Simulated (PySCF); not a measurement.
# CsGa+: bond curves at several levels of theory

What are the lowest state that PBE0 finds, the bond length, vibrational wavenumber and bond energy of CsGa+, and how much do these hang on the method?

The runs use PySCF 2.14.0; Cs def2-SVP with ECP46, Ga def2-SVP, scalar-relativistic core potentials.

### Step 1. Set-up

The job is set up so:

```json
{
 "atoms": "Cs, Ga",
 "charge": "1",
 "basis": "Cs def2-SVP with ECP46, Ga def2-SVP",
 "Hamiltonian": "scalar-relativistic core potentials",
 "basis functions": "56",
 "electrons treated": "39",
 "masses in u": "132.9054, 68.9256",
 "levels": "PBE0, PBE, r²SCAN, M06-L, LDA, PW91, LC-ωPBE, HF, MP2, SCS-MP2, CCSD, CCSD(T)",
 "grid": "80 radial by 434 angular points",
 "occupations": "held fixed by the projection of orbital angular momentum",
 "dissociation limit": "Cs+ + Ga, each in its ground configuration",
 "starting distance in angstrom": "3.510",
 "values of 2S to try": "1, 3"
}
```

The run is started by

```console
$ OMP_NUM_THREADS=1 python dia.py task.json out
```

After this run come: PBE0 along the bond; Other states along the same grid; PBE (GGA); r²SCAN (meta-GGA); M06-L; LDA; PW91; LC-ωPBE; UHF; Correlated methods on the Hartree–Fock reference.

What does the calculation give? Wanted: for each run, Re; ωe; De; μ.

The runs gave:

Lowest PBE0 solution found, without spin–orbit coupling: ²Σ⁺ (doublet), unpaired electrons σ ↑. State 2 has its PBE0 minimum 0.39 eV higher. State 3 has its PBE0 minimum 4.65 eV higher. The other levels ran on the lowest alone.

| level | Re (Å) | ωe (cm⁻¹) | De (eV) | μ (D) |
| --- | --- | --- | --- | --- |
| UHF | 4.506 | 43.5 | 0.312 | -5.08 |
| UHF-MP2 | 4.354 | 47.3 | 0.358 | n/a |
| UHF-SCS-MP2 | 4.384 | 46.2 | 0.346 | n/a |
| UHF-CCSD | 4.356 | 47.4 | 0.354 | n/a |
| UHF-CCSD(T) | 4.348 | 47.6 | 0.357 | n/a |
| LDA | 4.182 | 51.2 | 0.52 | -3.26 |
| PBE | 4.328 | 45.8 | 0.447 | -3.55 |
| PW91 | 4.315 | 46.5 | 0.465 | -3.45 |
| r²SCAN | 4.345 | 46.8 | 0.386 | -4.36 |
| M06-L | 4.280 | 56.5 | 0.381 | -4.35 |
| PBE0 | 4.294 | 48.3 | 0.405 | -4.05 |
| LC-ωPBE | 4.240 | 50.8 | 0.348 | -4.64 |

De is counted to Cs+ + Ga in their ground configurations. A positive dipole points from Cs to Ga; in an ion it is taken about the centre of mass and does not tell which atom is negative.

The methods spread over 0.324 Å in bond length, from LDA to UHF. CCSD(T) can't serve as the judge here: for a weak bond in this basis it is far from its limit. Of the levels with a De here, UHF gives the least (0.312 eV) and LDA the most (0.52 eV).

Correlated steps freeze 9 core orbitals. These are scalar-relativistic numbers at best; spin–orbit coupling would shift them, the dissociation energy most. With spin–orbit coupling the term label itself may not hold.
